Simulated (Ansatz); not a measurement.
# C₂H₈O₂Si: up Jacob's ladder to CCSD(T)

An exercise on one series of results from a longer session: the logs are not shown, and one member is left open.

Computed with Ansatz 0.2.0, Gaussian basis. Level: functionals in def2-TZVPP, the program's frozen cores in correlated methods.

The runs, in order: PBE-D4, r2SCAN-D4, PBE0-D4, B3LYP-D4, ωB97X-V, ωB97M-V, B2PLYP; CCSD(T)/def2-TZVPP; MP2/def2-QZVPP; extrapolation to the limit.

### The relaxed structure

The geometry comes from an earlier relaxation with PBE0-D4 in a triple-zeta def2 set; it is a stationary point, not always the lowest conformer.

13 atoms, charge 0, spin multiplicity 1.

Atoms are counted from 1 here; the program's logs count them from 0.

Bond lengths: O1–C2 1.426 Å, O1–H6 0.960 Å, C2–C3 1.514 Å, C2–H7 1.097 Å, C2–H8 1.098 Å, C3–Si4 1.880 Å, C3–H9 1.096 Å, C3–H10 1.095 Å, Si4–O5 1.645 Å, Si4–H11 1.494 Å, Si4–H12 1.485 Å, O5–H13 0.964 Å. Angles: C2–O1–H6 109.0°, O1–C2–C3 108.2°, O1–C2–H7 109.8°, O1–C2–H8 110.1°, C3–C2–H7 111.0°, C3–C2–H8 109.9°, H7–C2–H8 107.8°, C2–C3–Si4 112.7°, C2–C3–H9 109.2°, C2–C3–H10 110.0°, Si4–C3–H9 108.9°, Si4–C3–H10 109.0°, H9–C3–H10 106.9°, C3–Si4–O5 110.9°, C3–Si4–H11 107.6°, C3–Si4–H12 110.7°, O5–Si4–H11 111.8°, O5–Si4–H12 107.3° and more.

Set-up of the first run:

Input file in.yaml:

```yaml
crystal:
  periodic: [false, false, false]
  atoms:
    - {symbol: O, position_ang: [-1.264928, 1.113085, 0.069059]}
    - {symbol: C, position_ang: [-0.954343, 0.010553, 0.917620]}
    - {symbol: C, position_ang: [0.526326, -0.280806, 0.791580]}
    - {symbol: Si, position_ang: [1.066514, -0.531487, -0.991580]}
    - {symbol: O, position_ang: [0.884182, 0.853677, -1.859783]}
    - {symbol: H, position_ang: [-2.207308, 1.287868, 0.117127]}
    - {symbol: H, position_ang: [-1.221743, 0.251702, 1.954367]}
    - {symbol: H, position_ang: [-1.535093, -0.871389, 0.616877]}
    - {symbol: H, position_ang: [0.765274, -1.183260, 1.364964]}
    - {symbol: H, position_ang: [1.107760, 0.537610, 1.229186]}
    - {symbol: H, position_ang: [0.254473, -1.650689, -1.556777]}
    - {symbol: H, position_ang: [2.501828, -0.907088, -1.057335]}
    - {symbol: H, position_ang: [0.097461, 1.335623, -1.580306]}
basis:
  gaussian: {orbitals: def2-TZVPP}
hamiltonian: {xc: pbe, dispersion: d4}
output: {forces: true, orbitals: {seedname: orbitals}}
```

Launch:

```sh
$ ansatz run in.yaml --threads 4 --pin off --events-out ev --progress --plain --max-ram 10444MiB
```

Among the steps run: PBE-D4 (GGA); r2SCAN-D4 (meta-GGA); PBE0-D4 (hybrid); B3LYP-D4 (hybrid); ωB97X-V (range-separated); ωB97M-V (range-separated); B2PLYP (double hybrid); CCSD(T) in def2-TZVPP; MP2 in def2-QZVPP.

One table of the session follows, with a row left open; its other results are not shown here.

It belongs to the step «Atomisation energies». 

| method | atomisation energy (kJ/mol) |
| --- | --- |
| PBE-D4 | 4912.2 |
| r2SCAN-D4 | 4854.3 |
| PBE0-D4 | 4833.0 |
| B3LYP-D4 | 4841.8 |
| ωB97X-V | ? |
| ωB97M-V | 4867.0 |
| B2PLYP | 4797.2 |
| HF/def2-TZVPP | 3531.7 |
| MP2/def2-TZVPP | 4809.2 |
| CCSD/def2-TZVPP | 4676.8 |
| CCSD(T)/def2-TZVPP | 4740.0 |
| MP2/CBS | 4936.4 |
| CCSD(T)/CBS | 4867.2 |

**Question.** Estimate the row for ωB97X-V.

**Answer.** atomisation energy (kJ/mol): 4864.1. In the column «atomisation energy (kJ/mol)» it lies between r2SCAN-D4 (4854.3) and ωB97M-V (4867.0).

To keep in mind: Free atoms (2 O, 2 C, 1 Si, 8 H) were run apart at each level; the atomisation energy is their sum less the molecule, without zero-point or spin-orbit terms.
